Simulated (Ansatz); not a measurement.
**SiSbTe3: one candidate of a structure search, part 1 of 2**

Where does this trial cell of SiSbTe3 go when cell and atoms are let free?

Method: DFT PBE, scalar-relativistic, plane waves, PAW, in Ansatz 0.2.0.

**1. Starting point**

It takes space group Pm-3m (No. 221, cubic). Conventional cell: a = 5.201 Å, b = 5.201 Å, c = 5.201 Å, α = 90.00°, β = 90.00°, γ = 90.00°. Si (site symmetry m-3m) is surrounded by 12 Te at 3.68 Å. Around Sb (site symmetry m-3m) lie 6 Te at 2.60 Å. Around Te (site symmetry 4/mmm) lie 2 Sb at 2.60 Å.

As a file:

```cif
data_structure
_symmetry_space_group_name_H-M 'Pm-3m'
_symmetry_Int_Tables_number 221
_cell_length_a 5.2010
_cell_length_b 5.2010
_cell_length_c 5.2010
_cell_angle_alpha 90.000
_cell_angle_beta 90.000
_cell_angle_gamma 90.000
_cell_volume 140.69
loop_
_atom_site_label
_atom_site_type_symbol
_atom_site_symmetry_multiplicity
_atom_site_Wyckoff_symbol
_atom_site_fract_x
_atom_site_fract_y
_atom_site_fract_z
_atom_site_occupancy
Si1 Si 1 b 0.50000 0.50000 0.50000 1
Sb1 Sb 1 a 0.00000 0.00000 0.00000 1
Te1 Te 3 d 0.50000 0.00000 0.00000 1
```

The cell is invented: species swapped into a database cell of Ce3SnN (Pm-3m, No. 221), with Te on the Ce sites, Si on the Sn sites and Sb on the N sites. Lengths come from tabulated atomic sizes and are only a guess.

**2. Probe: one point on a coarse mesh**

input.yaml reads:

```yaml
crystal:
  lattice:
    - [5.20101711, 0.0, 0.0]
    - [0.0, 5.20101711, 0.0]
    - [0.0, 0.0, 5.20101711]
  atoms:
    - { symbol: Si, position: [0.5, 0.5, 0.5] }
    - { symbol: Sb, position: [0.0, 0.0, 0.0] }
    - { symbol: Te, position: [0.5, 0.0, 0.0] }
    - { symbol: Te, position: [0.0, 0.5, 0.0] }
    - { symbol: Te, position: [0.0, 0.0, 0.5] }
basis:
  ecutwfc: 420
kpoints:
  mp_grid: { grid: [4, 4, 4] }
hamiltonian:
  xc: pbe
scf:
  occupations: { method: gaussian, width: 0.1 }
  lower_state_search: "off"
output:
  forces: true
  stress: true
  eigenvalues: true
```

Command:

```console
ansatz run input.yaml --threads 1 --pin off --max-ram 2560MiB --backend cpu --events-out ev --progress --plain --runs-dir out
```

The program printed (excerpt; [...] marks lines left out):

```text
[...]
SCF converged after 7 iterations
Free energy (F): -28053.445945 eV
[...]
E sigma→0 (E₀):  -28053.428124 eV
Entropy (-TS):   -0.035643 eV (-7.129 meV/atom)
Fermi energy:    9.576805 eV
[...]
--- Forces (eV/Å), atoms counted from 1 ---
  atom   1  Si    -0.00000000     0.00000000    -0.00000000
  atom   2  Sb    -0.00000000     0.00000000     0.00000000
  atom   3  Te     0.00000000    -0.00000000     0.00000000
  atom   4  Te     0.00000000     0.00000000     0.00000000
  atom   5  Te     0.00000000     0.00000000     0.00000000
[...]
--- Stress (GPa, compression-positive) ---
       17.476499       0.000000       0.000000
        0.000000      17.476499       0.000000
        0.000000      -0.000000      17.476499
  P = ⅓ Tr σ = 17.4765 GPa (174.765 kbar)
--- Band table (eV; the first three rows and the last of 10) ---
[...]
```

Run time: 1.1 s. Hardware: 1 thread of AMD EPYC 9R45 (Zen 5), shared host; peak memory 0.47 GiB.

From the probe: pressure 17.5 GPa, largest force 0.00 eV/Å, gap on this mesh none (metal). A cheap, loose relaxation comes first.

**3. Coarse relaxation**

Edit input.yaml of step 2 so:

```diff
@@ -24 +24,6 @@
   eigenvalues: true
+relax:
+  adjacent_minimum: "off"
+  f_tol: 0.04
+  max_steps: 70
+  cell: { stress_tol: 0.4 }
```

Command:

```console
ansatz run input.yaml --threads 1 --pin off --max-ram 2560MiB --backend cpu --events-out ev --progress --plain --runs-dir out
```

The program printed:

```text
Warning: RAYON_NUM_THREADS=1 ignored (pool sized by the plan → 1); use --threads N
Engine: ansatz 0.2.0, x86_64-unknown-linux-gnu
Pseudopotentials: kind: paw
Pseudopotential: Si, paw, valence charge 4, recommended cutoff 420 eV (normal), Si.paw.azcp
Pseudopotential: Sb, paw, valence charge 15, recommended cutoff 420 eV (normal), Sb.paw.azcp
Pseudopotential: Te, paw, valence charge 16, recommended cutoff 420 eV (normal), Te.paw.azcp
Functional definition: PBE
  parameter kappa = 0.804
  parameter beta = 0.06672455060314922
  exchange = pbe_x(kappa = kappa, mu = beta*pi^2/3)
  correlation = pbe_c(beta = beta)
Crystal: 5 atoms, lattice volume = 140.691 Å³
Basis set: ecut = 420 eV, 2777 PW (Γ), exchange–correlation on 72×72×72 points (8 copies of the dense FFT grid, shifted against one another)
Bands: 41, of which v1, the nominal top of the filled ones, is band 34 counted from 1 (33 counted from 0)
Symmetry: 48 space group operations
Space group: Pm-3m (ITA 221), of the structure as read, at distance tolerance 5.2e-5 Å
k-points: 10 of 64
Non-local potential: Si, projectors of the file, l = 0: 2, l = 1: 2, l = 2: 2
Non-local potential: Sb, projectors of the file, l = 0: 2, l = 1: 2, l = 2: 2, l = 3: 2
Non-local potential: Te, projectors of the file, l = 0: 2, l = 1: 2, l = 2: 2, l = 3: 2
PAW form: soft (Blöchl's): semilocal exchange-correlation on the pseudo side does not see the compensation charge
PAW one-centre angular grid: Si, 110 points (default); XC on 64 Gauss nodes
PAW one-centre angular grid: Sb, 590 points (default); XC on 64 Gauss nodes
PAW one-centre angular grid: Te, 590 points (default); XC on 64 Gauss nodes
Initial density: superposition of atomic densities (neutral atoms: chi_scale 0, normalization atom), corrected by the library's trained network
Initial wavefunctions: pseudopotential atomic-orbital guess
Functional: x = pbe(κ = 0.804, μ = 0.2195149727645171), c = pbe(β = 0.06672455060314922)
SCF iter   1: F=—  HF=-28053.463783 eV  |F-HF|=—  |Δ(HF+E_count)|=         —  Δρ=4.85e-3  dr2=1.07e-1  ethr=1.77e-3  ⟨swp⟩=9.1  Hψ=1941  notcnv=0
preconditioner: auto → Kerker (q_TF=auto, 2.411 Å⁻¹)  [metal: Δε(μ)=0.041 eV  Ē_g=8.571 eV  σ=0.100 eV  W_gap=0.23  n_scr=26 (ndim 8)  ℏωp=16.3 eV  f_vac=0.002  D(μ)=6.89/eV (n_scr^D=80)]
SCF iter   2: F=—  HF=-28053.447811 eV  |F-HF|=—  |Δ(HF+E_count)|=   1.60e-2  Δρ=1.90e-3  dr2=1.55e-2  ethr=1.60e-4  ⟨swp⟩=1.1  Hψ=495  notcnv=0
SCF iter   3: F=—  HF=-28053.445910 eV  |F-HF|=—  |Δ(HF+E_count)|=   1.90e-3  Δρ=5.86e-4  dr2=8.56e-4  ethr=2.32e-5  ⟨swp⟩=1.7  Hψ=397  notcnv=0
SCF iter   4: F=—  HF=-28053.445980 eV  |F-HF|=—  |Δ(HF+E_count)|=   7.00e-5  Δρ=2.44e-4  dr2=1.19e-4  ethr=1.28e-6  ⟨swp⟩=2.1  Hψ=475  notcnv=0
SCF iter   5: F=—  HF=-28053.446001 eV  |F-HF|=—  |Δ(HF+E_count)|=   2.05e-5  Δρ=4.74e-5  dr2=3.02e-6  ethr=1.78e-7  ⟨swp⟩=2.0  Hψ=502  notcnv=0
SCF iter   6: F=—  HF=-28053.445945 eV  |F-HF|=—  |Δ(HF+E_count)|=   5.55e-5  Δρ=8.83e-6  dr2=1.06e-7  ethr=4.51e-9  ⟨swp⟩=2.3  Hψ=624  notcnv=0
SCF iter   7: F=-28053.445945 eV  HF=-28053.445945 eV  |F-HF|=3.61e-9  |Δ(HF+E_count)|=   7.20e-8  Δρ=2.22e-6  dr2=8.33e-9  ethr=1.49e-10  ⟨swp⟩=11.3  Hψ=1988  notcnv=0
SCF 1 converged in 7 iterations: F = -28053.445945 eV  dr2 = 8.33e-9
relax step   1: F+E_penalty+E_count = -28053.44594535 eV  Δ(F+E_penalty+E_count) = +0.000e0 eV  max|allowed force component| = 2.173e-29 eV/Å  Δτ_max = 0.0000 Å  P = +17.476 GPa  Ω = 140.691 Å³  (7 SCF iters, dr2 threshold 1.00e-7 eV, accepted)
Crystal: 5 atoms, lattice volume = 162.286 Å³
Basis set: ecut = 420 eV, 3191 PW (Γ), exchange–correlation on 72×72×72 points (8 copies of the dense FFT grid, shifted against one another)
Initial density: handed on by an earlier stage of this run
Initial wavefunctions: those handed on with the density
iter 1 solved again at ethr=1.10e-4 eV; its pass at ethr=3.10e-3 eV (dr2=7.38e-2 eV) is discarded
SCF iter   1: F=—  HF=-28054.956313 eV  |F-HF|=—  |Δ(HF+E_count)|=         —  Δρ=3.80e-3  dr2=7.68e-2  ethr=1.10e-4  ⟨swp⟩=1.2  Hψ=2386  notcnv=0
preconditioner: auto → Kerker (q_TF=auto, 2.354 Å⁻¹)  [metal: Δε(μ)=0.046 eV  Ē_g=7.901 eV  σ=0.100 eV  W_gap=0.24  n_scr=32 (ndim 8)  ℏωp=15.1 eV  f_vac=0.008  D(μ)=7.51/eV (n_scr^D=80)]
SCF iter   2: F=—  HF=-28054.952743 eV  |F-HF|=—  |Δ(HF+E_count)|=   3.57e-3  Δρ=2.30e-3  dr2=2.69e-2  ethr=1.10e-4  ⟨swp⟩=1.0  Hψ=410  notcnv=0
SCF iter   3: F=—  HF=-28054.951201 eV  |F-HF|=—  |Δ(HF+E_count)|=   1.54e-3  Δρ=3.53e-4  dr2=2.40e-4  ethr=4.02e-5  ⟨swp⟩=1.3  Hψ=414  notcnv=0
SCF iter   4: F=—  HF=-28054.951256 eV  |F-HF|=—  |Δ(HF+E_count)|=   5.54e-5  Δρ=7.44e-5  dr2=1.23e-5  ethr=3.59e-7  ⟨swp⟩=2.0  Hψ=545  notcnv=0
SCF iter   5: F=—  HF=-28054.951260 eV  |F-HF|=—  |Δ(HF+E_count)|=   4.28e-6  Δρ=2.48e-5  dr2=1.40e-6  ethr=1.84e-8  ⟨swp⟩=2.8  Hψ=766  notcnv=0
SCF iter   6: F=-28054.951261 eV  HF=-28054.951261 eV  |F-HF|=5.38e-8  |Δ(HF+E_count)|=   6.33e-7  Δρ=5.83e-6  dr2=5.68e-8  ethr=7.46e-10  ⟨swp⟩=8.6  Hψ=1835  notcnv=0
SCF 2 converged in 6 iterations: F = -28054.951261 eV  dr2 = 5.68e-8
relax step   2: F+E_penalty+E_count = -28054.95126085 eV  Δ(F+E_penalty+E_count) = -1.505e0 eV  max|allowed force component| = 1.808e-30 eV/Å  Δτ_max = 0.0000 Å  P = +6.238 GPa  Ω = 162.286 Å³  energy of the carried Pulay correction = -4.283e-3 eV  (6 SCF iters, dr2 threshold 5.00e-7 eV, accepted)
Crystal: 5 atoms, lattice volume = 177.355 Å³
Basis set: ecut = 420 eV, 3431 PW (Γ), exchange–correlation on 72×72×72 points (8 copies of the dense FFT grid, shifted against one another)
iter 1 solved again at ethr=4.70e-5 eV; its pass at ethr=3.10e-3 eV (dr2=3.15e-2 eV) is discarded
SCF iter   1: F=—  HF=-28055.316779 eV  |F-HF|=—  |Δ(HF+E_count)|=         —  Δρ=2.14e-3  dr2=3.30e-2  ethr=4.70e-5  ⟨swp⟩=1.8  Hψ=2176  notcnv=0
preconditioner: auto → LDOS  [metal: Δε(μ)=0.078 eV  Ē_g=7.506 eV  σ=0.100 eV  W_gap=0.40  n_scr=32 (ndim 8)  ℏωp=14.5 eV  f_vac=0.012  D(μ)=6.81/eV (n_scr^D=56)  β→1.0]
SCF iter   2: F=—  HF=-28055.314629 eV  |F-HF|=—  |Δ(HF+E_count)|=   2.15e-3  Δρ=4.35e-4  dr2=1.03e-3  ethr=4.70e-5  ⟨swp⟩=1.1  Hψ=411  notcnv=0
SCF iter   3: F=—  HF=-28055.314578 eV  |F-HF|=—  |Δ(HF+E_count)|=   5.02e-5  Δρ=1.78e-4  dr2=9.16e-5  ethr=1.53e-6  ⟨swp⟩=2.0  Hψ=475  notcnv=0
SCF iter   4: F=—  HF=-28055.314540 eV  |F-HF|=—  |Δ(HF+E_count)|=   3.87e-5  Δρ=7.84e-5  dr2=1.91e-5  ethr=1.37e-7  ⟨swp⟩=2.0  Hψ=548  notcnv=0
SCF iter   5: F=-28055.314534 eV  HF=-28055.314534 eV  |F-HF|=1.62e-7  |Δ(HF+E_count)|=   5.85e-6  Δρ=1.55e-5  dr2=3.60e-7  ethr=7.46e-10  ⟨swp⟩=7.6  Hψ=2234  notcnv=0
SCF 3 converged in 5 iterations: F = -28055.314534 eV  dr2 = 3.60e-7
relax step   3: F+E_penalty+E_count = -28055.31453401 eV  Δ(F+E_penalty+E_count) = -3.633e-1 eV  max|allowed force component| = 9.644e-30 eV/Å  Δτ_max = 0.0000 Å  P = +1.861 GPa  Ω = 177.355 Å³  energy of the carried Pulay correction = -6.931e-3 eV  (5 SCF iters, dr2 threshold 5.00e-7 eV, accepted)
Crystal: 5 atoms, lattice volume = 187.698 Å³
Basis set: ecut = 420 eV, 3743 PW (Γ), exchange–correlation on 72×72×72 points (8 copies of the dense FFT grid, shifted against one another)
iter 1 solved again at ethr=9.35e-6 eV; its pass at ethr=3.10e-3 eV (dr2=6.27e-3 eV) is discarded
SCF iter   1: F=—  HF=-28055.361865 eV  |F-HF|=—  |Δ(HF+E_count)|=         —  Δρ=1.02e-3  dr2=6.56e-3  ethr=9.35e-6  ⟨swp⟩=2.8  Hψ=2425  notcnv=0
preconditioner: auto → LDOS  [metal: Δε(μ)=0.079 eV  Ē_g=7.271 eV  σ=0.100 eV  W_gap=0.40  n_scr=32 (ndim 8)  ℏωp=14.1 eV  f_vac=0.018  D(μ)=6.99/eV (n_scr^D=56)  β→1.0]
SCF iter   2: F=—  HF=-28055.361589 eV  |F-HF|=—  |Δ(HF+E_count)|=   2.76e-4  Δρ=2.15e-4  dr2=1.75e-4  ethr=9.35e-6  ⟨swp⟩=1.1  Hψ=411  notcnv=0
SCF iter   3: F=—  HF=-28055.361561 eV  |F-HF|=—  |Δ(HF+E_count)|=   2.82e-5  Δρ=8.51e-5  dr2=1.21e-5  ethr=2.61e-7  ⟨swp⟩=2.0  Hψ=585  notcnv=0
SCF iter   4: F=—  HF=-28055.361560 eV  |F-HF|=—  |Δ(HF+E_count)|=   1.02e-6  Δρ=4.19e-5  dr2=4.20e-6  ethr=1.80e-8  ⟨swp⟩=2.0  Hψ=742  notcnv=0
SCF iter   5: F=-28055.361558 eV  HF=-28055.361558 eV  |F-HF|=2.10e-8  |Δ(HF+E_count)|=   1.44e-6  Δρ=4.66e-6  dr2=4.67e-8  ethr=7.46e-10  ⟨swp⟩=5.9  Hψ=1930  notcnv=0
SCF 4 converged in 5 iterations: F = -28055.361558 eV  dr2 = 4.67e-8
relax step   4: F+E_penalty+E_count = -28055.36155819 eV  Δ(F+E_penalty+E_count) = -4.702e-2 eV  max|allowed force component| = 8.904e-30 eV/Å  Δτ_max = 0.0000 Å  P = -0.264 GPa  Ω = 187.698 Å³  energy of the carried Pulay correction = -8.609e-3 eV  (5 SCF iters, dr2 threshold 5.00e-7 eV, accepted)
Basis set: ecut = 420 eV, 3743 PW (Γ), exchange–correlation on 80×80×80 points (8 copies of the dense FFT grid, shifted against one another)
Initial wavefunctions: pseudopotential atomic-orbital guess (no wavefunctions were taken with the density)
iter 1 solved again at ethr=7.04e-7 eV; its pass at ethr=3.10e-3 eV (dr2=4.72e-4 eV) is discarded
SCF iter   1: F=—  HF=-28055.371465 eV  |F-HF|=—  |Δ(HF+E_count)|=         —  Δρ=4.24e-4  dr2=1.95e-5  ethr=7.04e-7  ⟨swp⟩=3.0  Hψ=2798  notcnv=0
preconditioner: auto → LDOS  [metal: Δε(μ)=0.091 eV  Ē_g=7.267 eV  σ=0.100 eV  W_gap=0.47  n_scr=32 (ndim 8)  ℏωp=14.1 eV  f_vac=0.018  D(μ)=7.42/eV (n_scr^D=56)  β→1.0]
SCF iter   2: F=—  HF=-28055.377438 eV  |F-HF|=—  |Δ(HF+E_count)|=   5.97e-3  Δρ=4.38e-5  dr2=8.43e-6  ethr=2.90e-8  ⟨swp⟩=2.0  Hψ=750  notcnv=0
SCF iter   3: F=—  HF=-28055.377437 eV  |F-HF|=—  |Δ(HF+E_count)|=   1.34e-6  Δρ=1.35e-5  dr2=1.54e-7  ethr=1.26e-8  ⟨swp⟩=3.0  Hψ=829  notcnv=0
SCF iter   4: F=—  HF=-28055.377440 eV  |F-HF|=—  |Δ(HF+E_count)|=   3.28e-6  Δρ=2.47e-6  dr2=1.57e-8  ethr=2.30e-10  ⟨swp⟩=2.0  Hψ=746  notcnv=0
SCF iter   5: F=—  HF=-28055.377440 eV  |F-HF|=—  |Δ(HF+E_count)|=   1.03e-8  Δρ=1.11e-6  dr2=3.68e-9  ethr=4.78e-12  ⟨swp⟩=8.3  Hψ=1827  notcnv=0
SCF iter   6: F=-28055.377440 eV  HF=-28055.377440 eV  |F-HF|=6.26e-10  |Δ(HF+E_count)|=   1.02e-8  Δρ=3.66e-7  dr2=2.79e-10  ethr=4.78e-12  ⟨swp⟩=4.6  Hψ=1305  notcnv=0
SCF 5 converged in 6 iterations: F = -28055.377440 eV  dr2 = 2.79e-10
relax step   5: F+E_penalty+E_count = -28055.37743984 eV  Δ(F+E_penalty+E_count) = -1.588e-2 eV  max|allowed force component| = 6.227e-30 eV/Å  Δτ_max = 0.0000 Å  P = -0.100 GPa  Ω = 187.698 Å³  stress off target by 9.98e-2 GPa  SCF on the basis re-selected at this cell (its energy is not comparable with the rows above)  (6 SCF iters)
basis re-selected at this cell: Δ(F+E_penalty+E_count) = -1.588e-2 eV, ΔP = +0.164 GPa vs the last step (what re-selecting the basis moved, of the pressure what is left beyond the Pulay correction that the steps carried, after the strain that the cell walked since its last selection, with what the two solves' SCF thresholds leave and, on support functions, any second-order correction that the steps lacked; it is no measure of the basis error at this ecutwfc). The dense FFT grid was sized anew with the basis: this SCF ran on 40×40×40 points, the steps before it on 36×36×36, so part of this shift can come from that change (see relax.cell in the input reference). This SCF's stress stands 9.98e-2 GPa from its target on what of the cell is left free (relax.cell.stress_tol is 4.00e-1 GPa) and its largest allowed force component is 6.23e-30 eV/Å (relax.f_tol is 4.00e-2 eV/Å): within both
SCF converged after 6 iterations
Free energy (F): -28055.377440 eV
Harris-Foulkes:  -28055.377440 eV  (|F-HF|=6.26e-10)
Internal energy: -28055.340401 eV  (E = F + TS)
E sigma→0 (E₀):  -28055.358921 eV
Entropy (-TS):   -0.037039 eV (-7.408 meV/atom)
Fermi energy:    5.754270 eV
--- Per-component energies (eV) ---
  E_band       = -1126.305146
  E_kinetic    = 777.890557
  E_local      = -7432.251186  (includes V_loc(G=0)·N_el)
  E_nonlocal   = -542.209872
  E_hartree    = 4076.157278
  E_xc         = -560.264321
  E_vxc        = -446.719711  (∫ρ·V_xc dr)
  E_paw        = -19073.558463  (= ΣΔE_a)
  E_vpaw       = -1635.328435  (= ΣTr[D̂ρ^β])
  E_aug_tail   = -0.000486  (compensation charges beyond the density's cutoff)
  E_ewald      = -5301.103908
  E_smearing   = -0.037039  (= −TS)
  E_closure    = -0.000000  (closes the sum)
  Σ components = -28055.377440   (vs F -28055.377440, Δ=0.00e0)
--- Forces (eV/Å), atoms counted from 1 ---
  atom   1  Si    -0.00000000    -0.00000000     0.00000000
  atom   2  Sb    -0.00000000     0.00000000     0.00000000
  atom   3  Te    -0.00000000     0.00000000     0.00000000
  atom   4  Te    -0.00000000    -0.00000000     0.00000000
  atom   5  Te     0.00000000    -0.00000000    -0.00000000
  max |Σ_I F_I| component: 1.09e-29 eV/Å
--- Stress (GPa, compression-positive) ---
       -0.099774       0.000000       0.000000
        0.000000      -0.099774      -0.000000
        0.000000      -0.000000      -0.099774
  P = ⅓ Tr σ = -0.0998 GPa (-0.998 kbar)
--- Band table (eV; the first three rows and the last of 10) ---
  k-point 0: bands = ["-30.6288", "-30.6268", "-30.6268", "-30.5796", "-30.5796", "-30.5796", "-30.5740", "-30.5740", "-30.5740", "-30.4732", "-30.4732", "-30.4717", "-30.4717", "-30.4717", "-30.4709", "-23.7550", "-23.7550", "-23.7308", "-23.7308", "-23.7308", "-6.8692", "-4.1456", "-4.1456", "-1.4080", "-0.3458", "0.6482", "0.6482", "0.6482", "4.5980", "4.5980", "4.5980", "5.1792", "5.1792", "5.1792", "7.1435", "7.1435", "7.1435", "9.8903", "9.8903", "9.8903", "10.2772"]
  k-point 1: bands = ["-30.6284", "-30.6268", "-30.6263", "-30.5796", "-30.5788", "-30.5788", "-30.5748", "-30.5748", "-30.5740", "-30.4732", "-30.4729", "-30.4717", "-30.4717", "-30.4717", "-30.4711", "-23.7565", "-23.7549", "-23.7311", "-23.7311", "-23.7308", "-6.7031", "-4.4991", "-4.1383", "-1.6651", "-0.8324", "0.7394", "0.7394", "2.2535", "4.3918", "4.3918", "4.9642", "5.0044", "5.0989", "5.0989", "6.4231", "6.8660", "6.8660", "9.7603", "10.0871", "10.9324", "10.9324"]
  k-point 2: bands = ["-30.6281", "-30.6268", "-30.6256", "-30.5796", "-30.5768", "-30.5768", "-30.5767", "-30.5767", "-30.5740", "-30.4732", "-30.4724", "-30.4717", "-30.4717", "-30.4717", "-30.4716", "-23.7581", "-23.7550", "-23.7313", "-23.7313", "-23.7308", "-6.4738", "-4.9238", "-4.1309", "-1.7228", "-1.1167", "0.8415", "0.8415", "4.0855", "4.0898", "4.0898", "4.7772", "5.2013", "5.2013", "5.3123", "6.2346", "6.5648", "6.5648", "7.0344", "10.3923", "11.7703", "12.0570"]
  k-point 9: bands = ["-30.6256", "-30.6256", "-30.6256", "-30.5771", "-30.5771", "-30.5771", "-30.5763", "-30.5763", "-30.5763", "-30.4725", "-30.4724", "-30.4724", "-30.4724", "-30.4714", "-30.4714", "-23.7596", "-23.7596", "-23.7317", "-23.7317", "-23.7317", "-4.8770", "-4.8456", "-4.8456", "-4.8456", "-1.0967", "2.7088", "2.7088", "2.7088", "4.8579", "4.8579", "5.9661", "5.9661", "5.9661", "6.3768", "6.3768", "6.3768", "7.0033", "7.0033", "7.0033", "7.4958", "11.4997"]
--- Relaxed structure (4 steps of the walk, 4 accepted, 1 SCFs on fresh bases) ---
  F+E_penalty+E_count = -28055.37743984 eV   max|allowed force component| = 6.227e-30 eV/Å   (the final SCF, on the basis selected at the relaxed cell)
  cell:  # Å, volume = 187.6981 Å³
    - [5.725586303138091, 1.79753461476142e-33, 1.0271626370065257e-33]
    - [1.7975346147614202e-33, 5.725586303138091, -5.135813185032629e-34]
    - [1.0271626370065257e-33, -5.135813185032629e-34, 5.725586303138091]
  atoms:
    - { symbol: Si, position: [0.5, 0.5, 0.5] }
    - { symbol: Sb, position: [2.7772403507638052e-33, -2.6414641558376796e-34, -1.1849558829925399e-34] }
    - { symbol: Te, position: [0.5, 6.986302393476865e-34, -3.209255516438134e-35] }
    - { symbol: Te, position: [-1.2960454970230512e-33, 0.5, 4.196718752264994e-35] }
    - { symbol: Te, position: [-1.110896140305543e-33, -1.036836397618612e-34, 0.5] }
```

It took 5.9 s on 1 thread of AMD EPYC 9R45 (Zen 5), shared host; peak memory 0.51 GiB.

The steps of the relaxation:

| step | energy from step 1 (eV/cell) | largest force component (eV/Å) | pressure (GPa) | volume (Å³) |
| --- | --- | --- | --- | --- |
| 1 | 0.0000 | 0.0000 | 17.48 | 140.69 |
| 2 | -1.5053 | 0.0000 | 6.24 | 162.29 |
| 3 | -1.8686 | 0.0000 | 1.86 | 177.36 |
| 4 | -1.9156 | 0.0000 | -0.26 | 187.70 |
| 5 | -1.9315 | 0.0000 | -0.10 | 187.70 |

Step 1 is the start. Step 5 repeats the geometry before it on a plane-wave basis chosen anew for that cell, so its energy need not be comparable with the rows above.

|  | before | after | change |
| --- | --- | --- | --- |
| a (Å) | 5.201 | 5.726 | +10.1 % |
| b (Å) | 5.201 | 5.726 | +10.1 % |
| c (Å) | 5.201 | 5.726 | +10.1 % |
| volume (Å³/atom) | 28.14 | 37.54 | +33.4 % |
| shortest distance (Å) | 2.601 | 2.863 | +10.1 % |
| space group (0.01 Å) | Pm-3m | Pm-3m | same |

Forces and stress were held to the start's 48 operations: a distortion of lower symmetry was not tested.

(Continued in part 2 of 2.)
